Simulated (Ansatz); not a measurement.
# Pd (Fm-3m): equation of state

One table from this session's results is given with a row withheld; the runs are named, their logs left out.

Computed with Ansatz 0.2.0 (DFT PBE, scalar-relativistic, plane waves, PAW, unless a step's input says otherwise).

### The system as given

It takes space group Fm-3m (No. 225, cubic). The conventional cell has a = 3.942 Å, b = 3.942 Å, c = 3.942 Å, α = 90.00°, β = 90.00°, γ = 90.00°. Around Pd (site symmetry m-3m) lie 12 Pd at 2.79 Å.

As a file:

```cif
data_structure
_symmetry_space_group_name_H-M 'Fm-3m'
_symmetry_Int_Tables_number 225
_cell_length_a 3.9415
_cell_length_b 3.9415
_cell_length_c 3.9415
_cell_angle_alpha 90.000
_cell_angle_beta 90.000
_cell_angle_gamma 90.000
_cell_volume 61.23
loop_
_atom_site_label
_atom_site_type_symbol
_atom_site_symmetry_multiplicity
_atom_site_Wyckoff_symbol
_atom_site_fract_x
_atom_site_fract_y
_atom_site_fract_z
_atom_site_occupancy
Pd1 Pd 4 a 0.00000 0.00000 0.00000 1
```

An earlier run at PBE left this cell at 15.309 Å³/atom and -0.03 GPa (20×20×20 mesh).

Volume factors to run: 0.980, 1.020, 0.960, 1.040.

Set-up of the first run:

Contents of input.yaml:

```yaml
crystal:
  lattice:
    - [0.0, 1.9575423369, 1.9575423369]
    - [1.9575423369, 0.0, 1.9575423369]
    - [1.9575423369, 1.9575423369, 0.0]
  atoms:
    - { symbol: Pd, position: [0.0, 0.0, 0.0] }
basis:
  ecutwfc: 420
  ecutrho_ratio: 4
kpoints:
  mp_grid: { grid: [20, 20, 20] }
hamiltonian:
  xc: pbe
scf:
  occupations: { method: gaussian, width: 0.05 }
output:
  forces: true
  stress: true
  eigenvalues: true
```

Launch:

```sh
ansatz run input.yaml --threads 1 --pin off --max-ram 2560MiB --backend cpu --events-out ev --progress --plain --runs-dir out
```

Steps of the session up to this table: Volume × 0.980; Volume × 1.020; Scaling the volume by 0.960; Scaling the volume by 1.040.

One of the session's tables, all rows but one given; the rest of the session is left out.

It belongs to the step «Energy and pressure against volume». 

| volume (Å³/atom) | energy (meV/atom) | pressure (GPa) |
| --- | --- | --- |
| 14.696 | 13.77 | 7.68 |
| 15.002 | 3.21 | 3.57 |
| 15.309 | 0.00 | -0.03 |
| 15.615 | ? | ? |
| 15.921 | 12.08 | -5.94 |

**Question.** Estimate the row for volume (Å³/atom) = 15.615.

Worked estimate for «energy (meV/atom)». A straight line through the neighbours (15.309, 0.00) and (15.921, 12.08) gives 0.00 + (12.08 − 0.00) × (15.615 − 15.309) / (15.921 − 15.309) = 6.04; a parabola fitted to 3 rows on both sides gives 2.96.

The run gave: energy (meV/atom): 3.22; pressure (GPa): -3.18. In «energy (meV/atom)» the line misses by +2.82 and the parabola by -0.26.
